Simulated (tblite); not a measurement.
# C2H8O3SSi3: the cost of one run

Programs: tblite 0.8.0 and PySCF 2.14.0, with density-fitted response routines of our own. Each step states its level of theory. These are calculated values for one molecule, in the gas phase or a continuum, unless marked as measured. Atoms are numbered from 0 throughout.

## (1) The molecule as given

17 atoms, charge 0, multiplicity 1; geometry from: force field or distance geometry start.

Bonds of the start (Å): C0–C1 1.51, C1–S2 1.68, C1–Si3 1.88, Si3–O4 1.69, O4–Si5 1.67, Si5–O6 1.67, O6–Si7 1.66, Si7–O8 1.67, O8–Si3 1.66, C0–H9 1.09, C0–H10 1.09, C0–H11 1.09, Si3–H12 1.47, Si5–H13 1.48, Si5–H14 1.47, Si7–H15 1.48, Si7–H16 1.48.

## (2) Optimising the geometry with GFN2-xTB

Job settings and geometry (Å):

```
{"job": {"kind": "relax", "xc": "GFN2-xTB", "basis": "xTB"}, "charge": 0, "multiplicity": 1}
C      3.174700    -0.489900     0.091200
C      1.835300     0.050800     0.546000
S      1.692500     1.010100     1.914600
Si     0.284400    -0.427700    -0.408600
O     -0.816500    -1.307600     0.517000
Si    -2.274800    -0.866500     1.190100
O     -2.759600     0.541800     0.444900
Si    -1.958100     1.611000    -0.543700
O     -0.541200     0.870700    -1.024700
H      3.221400    -1.559000     0.317400
H      4.000100     0.014200     0.584500
H      3.270100    -0.348600    -0.986300
H      0.677300    -1.289700    -1.534800
H     -2.084100    -0.630700     2.639400
H     -3.273300    -1.924700     0.966100
H     -1.660200     2.852000     0.203500
H     -2.795100     1.906000    -1.733200
```

The run is started by

```console
> OMP_NUM_THREADS=1 python probes_run.py task.json out
```

This one command runs all jobs of the session in turn.

**Question.** How long does this first job take on 1 thread of Arm Neoverse N1, shared host, and how much memory does it need?

About 1.4 s, with a peak of 0.18 GiB.
